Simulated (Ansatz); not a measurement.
# CH₆BNOSi: one species, many methods

The task here is to estimate one member of a computed series from the others.

The runs use Ansatz 0.2.0, Gaussian basis; functionals in def2-TZVPP, the program's frozen cores in correlated methods.

Levels to be run: LDA (SPW92), PBE-D4, revPBE-D4, BLYP-D4, r2SCAN-D4, B97M-V, PBE0-D4, B3LYP-D4, r2SCANh-D4, r2SCAN0-D4, HSE06-D4, BHLYP-D4, CAM-B3LYP-D4, LC-ωPBE, ωB97X-V, ωB97M-V, B2PLYP, PBE-QIDH; CCSD(T)/def2-SVP; CCSD(T)/def2-TZVPP; MP2/def2-QZVPP; extrapolation to the limit; RPA on PBE.

### The relaxed structure

The geometry comes from an earlier relaxation with PBE0-D4 in a triple-zeta def2 set; it is a stationary point, not always the lowest conformer.

11 atoms, charge 0, spin multiplicity 1.

Atoms are counted from 1 here; the program's logs count them from 0.

Bond lengths: B1–O2 1.358 Å, B1–H6 1.199 Å, B1–H7 1.192 Å, O2–C3 1.378 Å, C3–N4 1.241 Å, C3–H8 1.095 Å, N4–Si5 1.747 Å, Si5–H9 1.487 Å, Si5–H10 1.481 Å, Si5–H11 1.486 Å. Angles: O2–B1–H6 119.6°, O2–B1–H7 116.7°, H6–B1–H7 123.7°, B1–O2–C3 121.3°, O2–C3–N4 123.7°, O2–C3–H8 112.4°, N4–C3–H8 123.8°, C3–N4–Si5 125.7°, N4–Si5–H9 110.8°, N4–Si5–H10 107.4°, N4–Si5–H11 110.7°, H9–Si5–H10 109.1°, H9–Si5–H11 109.6°, H10–Si5–H11 109.1°.

Set-up of the first run:

The input, in.yaml:

```yaml
crystal:
  periodic: [false, false, false]
  atoms:
    - {symbol: B, position_ang: [-2.020113, 0.679086, 0.949728]}
    - {symbol: O, position_ang: [-0.779476, 0.374860, 0.488770]}
    - {symbol: C, position_ang: [-0.596836, -0.541869, -0.523594]}
    - {symbol: N, position_ang: [0.515458, -0.857115, -0.975857]}
    - {symbol: Si, position_ang: [2.051084, -0.221915, -0.437539]}
    - {symbol: H, position_ang: [-2.977920, 0.142295, 0.468719]}
    - {symbol: H, position_ang: [-2.083123, 1.483120, 1.826971]}
    - {symbol: H, position_ang: [-1.542410, -0.959954, -0.883833]}
    - {symbol: H, position_ang: [2.271279, -0.521060, 1.001853]}
    - {symbol: H, position_ang: [3.109330, -0.881012, -1.237727]}
    - {symbol: H, position_ang: [2.118127, 1.246764, -0.656993]}
basis:
  gaussian: {orbitals: def2-TZVPP}
hamiltonian: {xc: lda}
output: {orbitals: {seedname: orbitals}}
```

Command:

```sh
ansatz run in.yaml --threads 4 --pin off --events-out ev --progress --plain --max-ram 10444MiB
```

Steps of the session up to this table: LDA; PBE-D4 (GGA); revPBE-D4 (GGA); BLYP-D4 (GGA); r2SCAN-D4 (meta-GGA); B97M-V (meta-GGA); B3LYP-D4 (hybrid); r2SCANh-D4 (hybrid); r2SCAN0-D4 (hybrid); HSE06-D4 (hybrid); BHLYP-D4 (hybrid); CAM-B3LYP-D4 (range-separated); LC-ωPBE (range-separated); ωB97X-V (range-separated); ωB97M-V (range-separated); B2PLYP (double hybrid); PBE-QIDH (double hybrid).

One table of the session follows, with a row left open; its other results are not shown here.

It belongs to the step «Orbital energies across the functionals». 

| functional | HOMO (eV) | gap (eV) |
| --- | --- | --- |
| LDA (SPW92) | -6.60 | 3.87 |
| PBE-D4 | -6.47 | 4.03 |
| revPBE-D4 | -6.42 | 4.08 |
| BLYP-D4 | -6.34 | 4.05 |
| r2SCAN-D4 | ? | ? |
| B97M-V | -6.93 | 4.77 |
| PBE0-D4 | -7.85 | 6.46 |
| B3LYP-D4 | -7.61 | 5.98 |
| r2SCANh-D4 | -7.27 | 5.53 |
| r2SCAN0-D4 | -8.05 | 6.86 |
| HSE06-D4 | -7.45 | 5.67 |
| BHLYP-D4 | -9.16 | 8.86 |
| CAM-B3LYP-D4 | -9.23 | 8.95 |
| LC-ωPBE | -10.58 | 11.50 |
| ωB97X-V | -10.24 | 11.08 |
| ωB97M-V | -10.17 | 10.76 |

Q: Estimate the row for r2SCAN-D4 from the others.

Worked estimate for «HOMO (eV)». Against the share of exact exchange, r2SCANh-D4 (0.1, -7.27), r2SCAN0-D4 (0.25, -8.05) give a slope of -5.20 per unit share; at 0 the line stands at -6.75.

As computed: HOMO (eV): -6.75; gap (eV): 4.63. In «HOMO (eV)» the line misses by 0.00.
